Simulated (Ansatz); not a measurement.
GaGe: equation of state with LDA

GaGe:

```
CELL_PARAMETERS angstrom
0.00000 2.89784 2.89784
2.89784 0.00000 2.89784
2.89784 2.89784 0.00000
ATOMIC_POSITIONS crystal
Ge 0.00000 0.00000 0.00000
Ga 0.25000 0.25000 0.25000
```

The cell comes from a database or a generator and needn't be the stable form of this composition.

- Program: Ansatz 0.2.0
- Task: equation of state
- Functional: LDA
- Potentials or basis: Ansatz PAW
- Cutoff: 420 eV
- Density cutoff: 1680 eV
- k mesh: 8 × 8 × 8
- Occupations: fermi-dirac, width 0.05 eV
- Spin: no spin polarisation

```yaml
Equilibrium_volume: "22.43 Å³/atom (rough: see the caveat)"
Bulk_modulus: 61 GPa (rough)
```

Energy against volume, from the lowest point:
```csv
volume (Å³/atom),energy (meV/atom)
22.875,0.00
23.361,5.20
23.848,13.57
24.335,24.77
24.821,38.43
25.308,54.28
25.795,72.04
```

All runs of the series together: 13 s on 2 threads of Arm Neoverse V1 (shared host).

Caveat: the minimum lies outside the volumes run.
